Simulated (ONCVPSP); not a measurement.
# Pm: generating and testing an ONCV potential

Aim: build the potential from the settings below, then test how well it stands in for the atom: other configurations, scattering, ghost states and the plane-wave cutoff that it needs.

The numbers are computed with ONCVPSP 4.0.1 (PBE, scalar-relativistic, spin-unpolarised reference atom).

## Step 1: The design

Typed settings, in words:

- element: promethium (Pm, Z = 61)
- type: optimised norm-conserving Vanderbilt (ONCV)
- frozen core: [Kr] 4d10
- valence charge: 15
- reference configuration: 4f5 5s2 5p6 6s2
- partial waves: 5s+6s: rc 2.60 bohr, ncon 4, nbas 8, qcut 5.7 1/bohr, 2 projectors; 5p: rc 1.90 bohr, ncon 4, nbas 7, qcut 3.8 1/bohr, 2 projectors, debl 1.5 Ha; d scattering state at 0.18 Ha: rc 2.05 bohr, ncon 5, nbas 8, qcut 4.2 1/bohr, 2 projectors, debl 3.2 Ha; 4f: rc 1.25 bohr, ncon 4, nbas 9, qcut 13.2 1/bohr, 2 projectors, debl 0.7 Ha
- local potential: polynomial inside 1.20 bohr (lpopt 5, dvloc0 2 Ha)
- core correction: polynomial model core, fcfact 0.6

The outer shells as boxes (Hund's rule for the drawing; the calculation is spin-unpolarised):

```
[Kr] core
4d [↑↓][↑↓][↑↓][↑↓][↑↓]
4f [↑ ][↑ ][↑ ][↑ ][↑ ][  ][  ]
5s [↑↓]
5p [↑↓][↑↓][↑↓]
6s [↑↓]
```

An earlier all-electron run gives the scale for the radii.

All-electron outer shells of the reference configuration (PBE, scalar-relativistic, ld1.x):

```
shell  level (eV)  outermost node (bohr)  outermost maximum (bohr)
   5s      -41.87                   0.70                      1.29
   5p      -22.67                   0.75                      1.46
   6s       -3.54                   1.74                      3.72
   4f       -2.15                      –                      0.64
   5d       -1.80                   0.86                      2.20
   6p       -1.22                   2.10                      5.02
```

## Step 2: The generation run

Pm.dat reads:

```
# ATOM AND REFERENCE CONFIGURATION
# atsym  z   nc   nv     iexc    psfile
  Pm 61.00    9    4        4      upf
#
#   n    l    f
    1    0    2.00
    2    0    2.00
    2    1    6.00
    3    0    2.00
    3    1    6.00
    3    2   10.00
    4    0    2.00
    4    1    6.00
    4    2   10.00
    4    3    5.00
    5    0    2.00
    5    1    6.00
    6    0    2.00
#
# PSEUDOPOTENTIAL AND OPTIMIZATION
# lmax
    3
#
#   l,   rc,      ep,       ncon, nbas, qcut
    0    2.60    0.00    4    8    5.70
    1    1.90    0.00    4    7    3.80
    2    2.05    0.18    5    8    4.20
    3    1.25    0.00    4    9   13.20
#
# LOCAL POTENTIAL
# lloc, lpopt,  rc(5),   dvloc0
    4    5    1.20    2.00
#
# VANDERBILT-KLEINMAN-BYLANDER PROJECTORs
# l, nproj, debl
    0    2    3.80
    1    2    1.50
    2    2    3.20
    3    2    0.70
#
# MODEL CORE CHARGE
# icmod, fcfact, rcfact
    1    0.60    0.00
#
# LOG DERIVATIVE ANALYSIS
# epsh1, epsh2, depsh
   -3.00    5.00    0.02
#
# OUTPUT GRID
# rlmax, drl
    6.00    0.01
#
# TEST CONFIGURATIONS
# ncnf
    4
# nvcnf
#   n    l    f
    4
    4    3    5.00
    5    0    2.00
    5    1    6.00
    6    0    1.00
#
    4
    4    3    5.00
    5    0    2.00
    5    1    6.00
    6    0    0.00
#
    4
    4    3    4.00
    5    0    2.00
    5    1    6.00
    6    0    0.00
#
    4
    4    3    3.00
    5    0    2.00
    5    1    6.00
    6    0    0.00
#
```

The run is started by

```console
$ oncvpsp.x < Pm.dat > Pm.out
```

**Question.** What will these runs give? Wanted: cutoffs for 1 and 0.1 mHa per electron, occupied waves; bound ghosts; GHOST(+) flags; largest phase difference near zero energy, channels read; rms error of d²Exc/dn², without and with the model core; projector energies reset by the program.

As calculated:

| quantity | value |
| --- | --- |
| cutoffs for 1 and 0.1 mHa per electron, occupied waves | 76 Ha and 89 Ha |
| bound ghosts | s at -19.04 eV |
| GHOST(+) flags | p at 143 eV |
| largest phase difference near zero energy, channels read | 0.001 rad |
| rms error of d²Exc/dn², without and with the model core | 8.45 and 2.02 mHa |
| projector energies reset by the program | d: 0.050, 3.250 Ha |

A bound ghost (s) makes it unfit for use: electrons can fall into a state that the atom doesn't have. The potential is very hard: the looser tolerance needs 76 Ha. At the looser tolerance the 4f wave is the slowest; 5p needs 30 Ha. Near zero energy the phases of the channels with partial waves agree within 0.001 rad. The pseudo curves have a pole with no partner nearby in the atom's: s at -0.68 Ha. The program also flags highly localised states, GHOST(+) (p). These are tests on the free atom; a crystal test is still owed.
